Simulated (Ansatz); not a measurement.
# Molecular dynamics of KH7C3O3

input.yaml

```yaml
crystal:
  lattice:
    - [3.7757, -3.6316, 0.0]
    - [3.7757, 3.6316, 0.0]
    - [-0.541236, 0.0, 9.051332]
  atoms:
    - { symbol: K, position: [0.70681, 0.70681, 0.94074] }
    - { symbol: K, position: [0.29319, 0.29319, 0.05926] }
    - { symbol: H, position: [0.829, 0.221, 0.182] }
    - { symbol: H, position: [0.779, 0.171, 0.818] }
    - { symbol: H, position: [0.171, 0.779, 0.818] }
    - { symbol: H, position: [0.221, 0.829, 0.182] }
    - { symbol: H, position: [0.0418, 0.479, 0.3318] }
    - { symbol: H, position: [0.521, 0.9582, 0.6682] }
    - { symbol: H, position: [0.9582, 0.521, 0.6682] }
    - { symbol: H, position: [0.479, 0.0418, 0.3318] }
    - { symbol: H, position: [0.7629, 0.4287, 0.3871] }
    - { symbol: H, position: [0.5713, 0.2371, 0.6129] }
    - { symbol: H, position: [0.2371, 0.5713, 0.6129] }
    - { symbol: H, position: [0.4287, 0.7629, 0.3871] }
    - { symbol: H, position: [0.8665, 0.8665, 0.4046] }
    - { symbol: H, position: [0.1335, 0.1335, 0.5954] }
    - { symbol: C, position: [0.8566, 0.5058, 0.3086] }
    - { symbol: C, position: [0.4942, 0.1434, 0.6914] }
    - { symbol: C, position: [0.1434, 0.4942, 0.6914] }
    - { symbol: C, position: [0.5058, 0.8566, 0.3086] }
    - { symbol: C, position: [0.7919, 0.7919, 0.3097] }
    - { symbol: C, position: [0.2081, 0.2081, 0.6903] }
    - { symbol: O, position: [0.79385, 0.37865, 0.17095] }
    - { symbol: O, position: [0.62135, 0.20615, 0.82905] }
    - { symbol: O, position: [0.20615, 0.62135, 0.82905] }
    - { symbol: O, position: [0.37865, 0.79385, 0.17095] }
    - { symbol: O, position: [0.9099, 0.9099, 0.1948] }
    - { symbol: O, position: [0.0901, 0.0901, 0.8052] }
basis:
  ecutwfc: 420.0
kpoints:
  mp_grid: { grid: [2, 2, 1] }
hamiltonian:
  xc: pbe
scf:
  occupations: { method: fermi_dirac, width: 0.05 }
  lower_state_search: "off"
md:
  timestep: 0.5
  n_steps: 170
  ensemble: nvt_langevin
  temperature: 900.0
  initial_velocities: maxwell_boltzmann
  seed: 374438
  friction: 0.01
```

Command:

```bash
$ ansatz run input.yaml --threads 1 --pin off --max-ram 3072MiB --backend cpu --events-out ev --progress --plain --runs-dir out
```

It starts from an unrelaxed structure (largest force component 8.71 eV/Å).

Output, in part (step lines):

```
md step     0: t =     0.00 fs  T =   867.9 K  F+E_penalty+E_count = -8205.24800092 eV  E_kin = 3.141018 eV  (9 SCF iters)
md step     1: t =     0.50 fs  T =  1159.0 K  F+E_penalty+E_count = -8206.35174854 eV  E_kin = 4.194780 eV  (8 SCF iters)
md step     2: t =     1.00 fs  T =  1639.2 K  F+E_penalty+E_count = -8208.19715725 eV  E_kin = 5.932687 eV  (9 SCF iters)
md step     3: t =     1.50 fs  T =  2046.0 K  F+E_penalty+E_count = -8209.72887845 eV  E_kin = 7.405125 eV  (9 SCF iters)
md step     4: t =     2.00 fs  T =  2239.6 K  F+E_penalty+E_count = -8210.40483615 eV  E_kin = 8.105593 eV  (9 SCF iters)
md step     5: t =     2.50 fs  T =  2171.7 K  F+E_penalty+E_count = -8210.23699061 eV  E_kin = 7.860066 eV  (7 SCF iters)
md step     6: t =     3.00 fs  T =  1903.0 K  F+E_penalty+E_count = -8209.52375820 eV  E_kin = 6.887384 eV  (6 SCF iters)
md step     7: t =     3.50 fs  T =  1590.3 K  F+E_penalty+E_count = -8208.57955196 eV  E_kin = 5.755635 eV  (6 SCF iters)
[... lines left out ...]
md step   170: t =    85.00 fs  T =  1262.1 K  F+E_penalty+E_count = -8208.45838650 eV  E_kin = 4.567823 eV  (8 SCF iters)
```

The steps, from the saved trajectory:

| time (fs) | T (K) | potential energy less start (eV) |
| --- | --- | --- |
| 0.0 | 868 | 0.000 |
| 2.5 | 2172 | -4.989 |
| 5.0 | 917 | -0.827 |
| 7.5 | 784 | -0.323 |
| 10.0 | 1201 | -1.949 |
| 12.5 | 1184 | -1.923 |
| 15.0 | 1476 | -3.225 |
| 17.5 | 974 | -1.511 |
| 20.0 | 1436 | -3.223 |
| 22.5 | 1128 | -2.176 |
| 25.0 | 958 | -1.590 |
| 27.5 | 976 | -1.861 |
| 30.0 | 771 | -0.871 |
| 32.5 | 1192 | -2.357 |
| 35.0 | 894 | -1.219 |
| 37.5 | 1104 | -1.756 |
| 40.0 | 983 | -1.173 |
| 42.5 | 966 | -1.138 |
| 45.0 | 1553 | -3.475 |
| 47.5 | 1139 | -2.161 |
| 50.0 | 1165 | -2.611 |
| 52.5 | 851 | -1.423 |
| 55.0 | 764 | -1.134 |
| 57.5 | 1192 | -2.656 |
| 60.0 | 1044 | -2.266 |
| 62.5 | 1096 | -2.613 |
| 65.0 | 808 | -1.360 |
| 67.5 | 793 | -1.696 |
| 70.0 | 962 | -2.181 |
| 72.5 | 1009 | -2.443 |
| 75.0 | 922 | -1.846 |
| 77.5 | 903 | -1.615 |
| 80.0 | 1201 | -2.579 |
| 82.5 | 1324 | -3.091 |
| 85.0 | 1262 | -3.210 |

The run went to its last step. The mean temperature of the second half is 17 % above the set value. A run of 0.085 ps of so small a system gives no equilibrium averages. Limits of this set-up: coarse k mesh.

Mean squared displacements from the first frame to the last, about the centre of mass: K 0.11 Å², H 0.12 Å², C 0.04 Å², O 0.07 Å².

Last frame:

```xyz
28
Lattice="3.7757 -3.6316 0.0000 3.7757 3.6316 0.0000 -0.5412 0.0000 9.0513" Properties=species:S:1:pos:R:3
K 4.750 0.443 8.613
K 2.159 -0.058 0.710
H 4.076 -2.699 1.980
H 3.419 -2.446 7.446
H 2.909 2.368 7.590
H 3.985 2.193 2.074
H 1.995 1.427 3.227
H 5.029 1.570 6.296
H 4.899 -1.600 6.331
H 1.803 -1.815 3.661
H 4.225 -1.365 3.693
H 2.510 -1.231 5.557
H 2.506 1.410 5.579
H 4.179 0.654 3.795
H 6.281 -0.269 4.067
H 0.502 0.058 5.519
C 5.065 -1.455 3.004
C 1.997 -1.210 6.577
C 1.879 1.266 6.410
C 5.011 1.051 3.093
C 5.904 -0.214 3.015
C 1.014 0.073 6.417
O 4.515 -1.770 1.735
O 2.683 -1.457 7.671
O 2.386 1.562 7.693
O 4.486 1.347 1.858
O 6.988 -0.279 2.208
O 0.144 0.009 7.491
```

Run time: 7 min on 1 CPU thread of a shared host.
